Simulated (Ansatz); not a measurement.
# CH₂ClI: a ladder of functionals and wavefunction methods

Aim: compute CH₂ClI with functionals from several rungs and with coupled cluster, and see how far each lands from CCSD(T) at the basis-set limit for the atomisation energy.

Method: functionals in def2-TZVPP, the program's frozen cores in correlated methods; program: Ansatz 0.2.0, Gaussian basis.

The runs, in order: LDA (SPW92), PBE-D4, revPBE-D4, BLYP-D4, r2SCAN-D4, B97M-V, PBE0-D4, B3LYP-D4, r2SCANh-D4, r2SCAN0-D4, HSE06-D4, BHLYP-D4, CAM-B3LYP-D4, LC-ωPBE, ωB97X-V, ωB97M-V, B2PLYP, PBE-QIDH; CCSD(T)/def2-SVP; CCSD(T)/def2-TZVPP; MP2/def2-QZVPP; extrapolation to the limit; RPA on PBE.

## 1. The relaxed structure

All runs share one geometry, relaxed beforehand with PBE0-D4 in a triple-zeta def2 set. I takes the def2 core potential; no spin-orbit term is included.

SMILES `ClCI`, 5 atoms, charge 0, spin multiplicity 1.

Atoms are counted from 1 here; the program's logs count them from 0.

Bond lengths: Cl1–C2 1.754 Å, C2–I3 2.135 Å, C2–H4 1.085 Å, C2–H5 1.085 Å. Angles: Cl1–C2–I3 113.9°, Cl1–C2–H4 109.1°, Cl1–C2–H5 109.1°, I3–C2–H4 106.6°, I3–C2–H5 106.6°, H4–C2–H5 111.7°.

## 2. LDA

This LDA is Slater exchange with PW92 correlation.

File in.yaml:

```yaml
crystal:
  periodic: [false, false, false]
  atoms:
    - {symbol: Cl, position_ang: [-1.472334, 0.178774, 0.859606]}
    - {symbol: C, position_ang: [-0.050870, 0.087521, -0.163541]}
    - {symbol: I, position_ang: [1.563925, -1.014617, 0.694941]}
    - {symbol: H, position_ang: [0.320779, 1.090432, -0.344081]}
    - {symbol: H, position_ang: [-0.311601, -0.415809, -1.088325]}
basis:
  gaussian: {orbitals: def2-TZVPP}
hamiltonian: {xc: lda}
output: {orbitals: {seedname: orbitals}}
```

The run is started by

```sh
> ansatz run in.yaml --threads 4 --pin off --events-out ev --progress --plain --max-ram 10444MiB
```

Further steps of the session: PBE-D4 (GGA); revPBE-D4 (GGA); BLYP-D4 (GGA); r2SCAN-D4 (meta-GGA); B97M-V (meta-GGA); PBE0-D4 (hybrid); B3LYP-D4 (hybrid); r2SCANh-D4 (hybrid); r2SCAN0-D4 (hybrid); HSE06-D4 (hybrid); BHLYP-D4 (hybrid); CAM-B3LYP-D4 (range-separated); LC-ωPBE (range-separated); ωB97X-V (range-separated); ωB97M-V (range-separated); B2PLYP (double hybrid); PBE-QIDH (double hybrid); CCSD(T) in def2-SVP; CCSD(T) in def2-TZVPP; MP2 in def2-QZVPP; RPA on PBE orbitals.

**Question.** What will the summary of the whole plan be? Wanted: atomisation energy, CCSD(T)/CBS; farthest beyond LDA; mean size of error, GGA; mean size of error, meta-GGA; mean size of error, hybrid; mean size of error, range-separated; mean size of error, double hybrid; gap, smallest and largest; T1 diagnostic.

The runs gave:

| quantity | value |
| --- | --- |
| atomisation energy, CCSD(T)/CBS | 1464.1 kJ/mol |
| functionals within 14.6 kJ/mol (1.0 %) | revPBE-D4, r2SCAN-D4, B97M-V, PBE0-D4, HSE06-D4, ωB97X-V, ωB97M-V, PBE-QIDH |
| farthest beyond LDA | BHLYP-D4 (-74.6 kJ/mol) |
| mean size of error, GGA | 20.2 kJ/mol |
| mean size of error, meta-GGA | 8.2 kJ/mol |
| mean size of error, hybrid | 25.7 kJ/mol |
| mean size of error, range-separated | 22.4 kJ/mol |
| mean size of error, double hybrid | 23.4 kJ/mol |
| gap, smallest and largest | 4.09 eV (BLYP-D4), 11.17 eV (LC-ωPBE) |
| T1 diagnostic | 0.0084 |
| triples share of the correlation energy | 3.1 % |

**Reading.** The LDA atomisation energy is off by 240.9 kJ/mol (16 %): it overbinds. PBE-D4 misses by +38.6 kJ/mol. Double hybrids carry the basis error of their MP2 part in triple zeta, and no dispersion term here, so their miss is partly the set-up's. Taken by rung, meta-GGA functionals do best (8.2 kJ/mol on average) and hybrid ones worst beyond LDA (25.7 kJ/mol). The mean of the hybrids holds BHLYP, with half exact exchange. Misses under about 14.6 kJ/mol are within the doubt on the reference itself, which lacks core-valence correlation, spin-orbit coupling and higher excitations, and its outer-core shells are covered unevenly. All levels share the lack of spin-orbit coupling, which lowers the free heavy atoms and so the true binding. Hartree-Fock recovers 68 % of the binding; the rest is correlation. CCSD(T) in def2-SVP is off by -122.0 kJ/mol, more than most functionals: a good method in a small basis is no reference. Orbital gaps span 4.1 to 11.2 eV; exact exchange widens them. Correlated methods include outer-core shells of I, which these sets cover unevenly.
